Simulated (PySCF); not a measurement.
# C2H7In (SMILES [H][In]([CH3])[CH3]): levels of theory compared

We compute a comparison of 6 runs (HF/STO-3G, HF/3-21G, HF/def2-SVPD, B3LYP/STO-3G, PBE0/def2-SVP, TPSSh/def2-SVPD) of C2H7In. 

The calculation is run with PySCF 2.14.0.

**1. The molecule**

C2H7In: 10 atoms, total charge 0, spin state singlet. As SMILES, `[H][In]([CH3])[CH3]`. Geometry: a GFN2-xTB relaxation, a rough one for these elements and not checked as a minimum.

Bond lengths: In1–C2 2.231 Å, In1–C6 2.229 Å, C2–H3 1.090 Å, C2–H4 1.090 Å, C2–H5 1.089 Å, C6–H7 1.090 Å, C6–H8 1.090 Å, C6–H9 1.089 Å, In1–H10 1.759 Å. Some angles: C2–In1–C6 122.8°, In1–C2–H3 108.9°, In1–C2–H4 108.8°, In1–C2–H5 112.3°, C2–In1–H10 118.5°, C6–In1–H10 118.8°, In1–C6–H7 109.1°, In1–C6–H8 108.7°, In1–C6–H9 112.1°, H3–C2–H4 108.3°.

**2. Energy and gradient at HF/STO-3G (run 1)**

run.py

```python
from pyscf import gto

mol = gto.M(
    atom='''
In    -0.760029    -1.295691    -0.003156
C      3.453210    -1.420828    -0.002135
H      4.147193    -0.541218     1.727077
H      4.151369    -0.332932    -1.606645
H      4.178562    -3.342359    -0.119223
C     -2.934367     2.311626     0.005386
H     -2.553568     3.331360    -1.742951
H     -2.291520     3.466495     1.585820
H     -4.959926     1.993718     0.176670
H     -2.430925    -4.170191    -0.020844
''',
    max_memory=1860,
    unit='bohr',
    basis='sto-3g',
    verbose=4,
)

calc0 = mol.RHF()
calc0.conv_tol = 1e-10
calc0.kernel()
if not calc0.converged:
    calc0 = calc0.newton().run(calc0.mo_coeff, calc0.mo_occ)

e_final = calc0.e_tot
print(f'total energy: {e_final:.8f} hartree')
grad = calc0.nuc_grad_method().kernel()
calc0.analyze()
```

Started as:

```
$ OMP_NUM_THREADS=1 python run.py
```

The log of the run:

```text
PySCF version 2.14.0

[... 76 lines left out ...]
Total Energy =                       -5761.757709934377999
[... 8 lines left out ...]
MO #2   energy= -145.982697647396  occ= 2
[... 6 lines left out ...]
MO #9   energy= -24.686012538008   occ= 2
[... 6 lines left out ...]
MO #16  energy= -10.9512133123494  occ= 2
[... 6 lines left out ...]
MO #23  energy= -0.537986228265266 occ= 2
[... 6 lines left out ...]
MO #30  energy= -0.479048500061597 occ= 2
[... 6 lines left out ...]
MO #37  energy= 0.526080966911234  occ= 0
[... 6 lines left out ...]
MO #44  energy= 0.782569621567178  occ= 0
[... 57 lines left out ...]
Dipole moment(X, Y, Z, Debye): -0.05206, -0.06112,  0.01074
```

It took 9 s on 1 thread of Intel Xeon at 2.50GHz (Skylake/Cascade Lake), shared host; peak memory 0.13 GiB.

**3. Energy and forces at HF/3-21G (run 2)**

start.xyz

```xyz
10

In    -0.402190    -0.685650    -0.001670
C      1.827360    -0.751870    -0.001130
H      2.194600    -0.286400     0.913930
H      2.196810    -0.176180    -0.850200
H      2.211200    -1.768700    -0.063090
C     -1.552800     1.223260     0.002850
H     -1.351290     1.762880    -0.922330
H     -1.212620     1.834390     0.839180
H     -2.624680     1.055030     0.093490
H     -1.286390    -2.206770    -0.011030
```

input.py

```python
import pyscf.grad
from pyscf import gto

molecule = gto.Mole()
molecule.atom = 'start.xyz'
molecule.spin = 0
molecule.max_memory = 1860
molecule.charge = 0
molecule.basis = '3-21g'
molecule.verbose = 4
molecule.build()

calc0 = molecule.RHF()
calc0.conv_tol = 1e-10
calc0.kernel()
if not calc0.converged:
    calc0 = calc0.newton().run(calc0.mo_coeff, calc0.mo_occ)

etot = calc0.e_tot
print('E = %.10f Eh' % etot)
grad = calc0.Gradients().kernel()
calc0.analyze()
```

Started as:

```
$ OMP_NUM_THREADS=1 python input.py
```

The log of the run:

```text
PySCF version 2.14.0

[... 81 lines left out ...]
DFT Exchange-Correlation Energy =     -166.522531451564646
[... 10 lines left out ...]
MO #9   energy= -25.0707970097086  occ= 2
[... 8 lines left out ...]
MO #18  energy= -3.45171905806494  occ= 2
[... 8 lines left out ...]
MO #27  energy= -0.896501645444231 occ= 2
[... 8 lines left out ...]
MO #36  energy= 0.133610020311266  occ= 0
[... 8 lines left out ...]
MO #45  energy= 0.3998999301108    occ= 0
[... 8 lines left out ...]
MO #54  energy= 1.10676643966545   occ= 0
[... 8 lines left out ...]
MO #63  energy= 1.96206410044989   occ= 0
[... 76 lines left out ...]
Dipole moment(X, Y, Z, Debye):  0.31788,  0.57602,  0.01294
```

Run time: 9.9 s. Hardware: 1 thread of Intel Xeon at 2.50GHz (Skylake/Cascade Lake), shared host; peak memory 0.13 GiB.

Runs 3 to 4 aren't shown in full; the table further down has their settings and results.

**4. Energy and forces at PBE0/def2-SVP (core potential) (run 5)**

start.xyz is that of step 3.

input.py

```python
# InMe2H
import pyscf.grad
from pyscf import gto, dft

mol = gto.M(
    atom='start.xyz',
    charge=0,
    max_memory=1860,
    basis='def2-svp',
    verbose=4,
    ecp={'In': 'def2-svp'},
    spin=0,
)

ks = dft.RKS(mol)
ks.xc = 'pbe0'
ks.grids.level = 5
ks.conv_tol = 1e-10
ks.kernel()
if not ks.converged:
    ks = ks.newton().run(ks.mo_coeff, ks.mo_occ)

e_final = ks.e_tot
print('E(%s) = %.9f' % ('PBE0', e_final))
grad = ks.Gradients().kernel()
ks.analyze()
```

Started as:

```
$ OMP_NUM_THREADS=1 python input.py
```

The log of the run:

```text
PySCF version 2.14.0

[... 104 lines left out ...]
MO #5   energy= -3.08911832159674  occ= 2
[... 11 lines left out ...]
MO #17  energy= -0.396787008164255 occ= 2
[... 11 lines left out ...]
MO #29  energy= 0.163962768876978  occ= 0
[... 11 lines left out ...]
MO #41  energy= 0.533038011306589  occ= 0
[... 11 lines left out ...]
MO #53  energy= 0.881415203374658  occ= 0
[... 11 lines left out ...]
MO #65  energy= 1.75770811948478   occ= 0
[... 11 lines left out ...]
MO #77  energy= 2.45909382230154   occ= 0
[... 11 lines left out ...]
MO #89  energy= 61.177628098382    occ= 0
[... 102 lines left out ...]
Dipole moment(X, Y, Z, Debye):  0.34715,  0.62313,  0.00963
```

Run time: 68 s. Hardware: 1 thread of Intel Xeon at 2.50GHz (Skylake/Cascade Lake), shared host; peak memory 0.87 GiB.

**5. Energy and gradient at TPSSh/def2-SVPD (core potential) (run 6)**

calc.py

```python
from pyscf import gto, dft

mol = gto.Mole()
mol.atom = '''
In  -0.402190  -0.685650  -0.001670
C    1.827360  -0.751870  -0.001130
H    2.194600  -0.286400   0.913930
H    2.196810  -0.176180  -0.850200
H    2.211200  -1.768700  -0.063090
C   -1.552800   1.223260   0.002850
H   -1.351290   1.762880  -0.922330
H   -1.212620   1.834390   0.839180
H   -2.624680   1.055030   0.093490
H   -1.286390  -2.206770  -0.011030
'''
mol.charge = 0
mol.ecp = {'In': 'def2-svp'}
mol.max_memory = 1860
mol.verbose = 4
mol.basis = 'def2-svpd'
mol.build()

mf = dft.RKS(mol)
mf.xc = 'tpssh'
mf.grids.level = 5
mf.conv_tol = 1e-10
mf.kernel()
if not mf.converged:
    mf = mf.newton().run(mf.mo_coeff, mf.mo_occ)

e_tot = mf.e_tot
print('E(%s) = %.9f' % ('TPSSH', e_tot))
grad = mf.nuc_grad_method().kernel()
mf.analyze()
```

Started as:

```
$ OMP_NUM_THREADS=1 python calc.py
```

The log of the run:

```text
PySCF version 2.14.0

[... 99 lines left out ...]
DFT Exchange-Correlation Energy =      -30.063741240945493
[... 17 lines left out ...]
MO #16  energy= -0.374832880039331 occ= 2
[... 15 lines left out ...]
MO #32  energy= 0.117230776850796  occ= 0
[... 15 lines left out ...]
MO #48  energy= 0.302271537909736  occ= 0
[... 15 lines left out ...]
MO #64  energy= 0.433851876030215  occ= 0
[... 15 lines left out ...]
MO #80  energy= 0.877212132990912  occ= 0
[... 15 lines left out ...]
MO #96  energy= 1.58155936860264   occ= 0
[... 15 lines left out ...]
MO #112 energy= 2.07980925795932   occ= 0
[... 15 lines left out ...]
MO #128 energy= 61.1626229309686   occ= 0
[... 141 lines left out ...]
Dipole moment(X, Y, Z, Debye):  0.35526,  0.63824,  0.00989
```

It took 2.6 min on 1 thread of Intel Xeon at 2.50GHz (Skylake/Cascade Lake), shared host; peak memory 1.4 GiB.

**6. All runs side by side**

```csv
run,level,core potential,integration grid,energy (Eh),dipole moment (D),HOMO energy (eV),LUMO energy (eV),wall time
1,HF/STO-3G,–,–,-5761.757710,0.08,-7.74,6.03,9 s
2,HF/3-21G,–,–,-5794.086826,0.66,-9.65,1.36,9.9 s
3,HF/def2-SVPD (core potential),def2-svp,–,-268.927814,0.67,-9.78,1.20,44 s
4,B3LYP/STO-3G,–,5,-5764.329948,0.06,-4.12,1.89,35 s
5,PBE0/def2-SVP (core potential),def2-svp,5,-270.357409,0.71,-7.14,-1.22,68 s
6,TPSSh/def2-SVPD (core potential),def2-svp,5,-270.412829,0.73,-6.59,-1.57,2.6 min
```

**7. Outcome**

| quantity | value |
| --- | --- |
| run 6: total energy | -270.41283 Eh |
| run 6: dipole moment | 0.73 D |
| run 6: HOMO energy | -6.59 eV |
| run 6: LUMO energy | -1.57 eV |
| run 6: HOMO–LUMO gap | 5.02 eV |
| run 6: largest force on an atom | 0.835 eV/Å |

In words: The dipole moment (its size) runs from 0.06 D (B3LYP/STO-3G) to 0.73 D (TPSSh/def2-SVPD). The two ends differ in method and basis and core potential. The HOMO–LUMO gap runs from 5.02 eV (TPSSh/def2-SVPD) to 13.77 eV (HF/STO-3G). Totals of different functionals can't be ranked against each other. Some runs of one species differ in core potentials or relativity; totals across that change don't compare. In runs 1, 4 the basis is minimal, so the values are rough. In runs 1, 2, 4 relativity is left out where basis or elements ask for it. All runs together took 5.3 min, the longest 2.6 min.
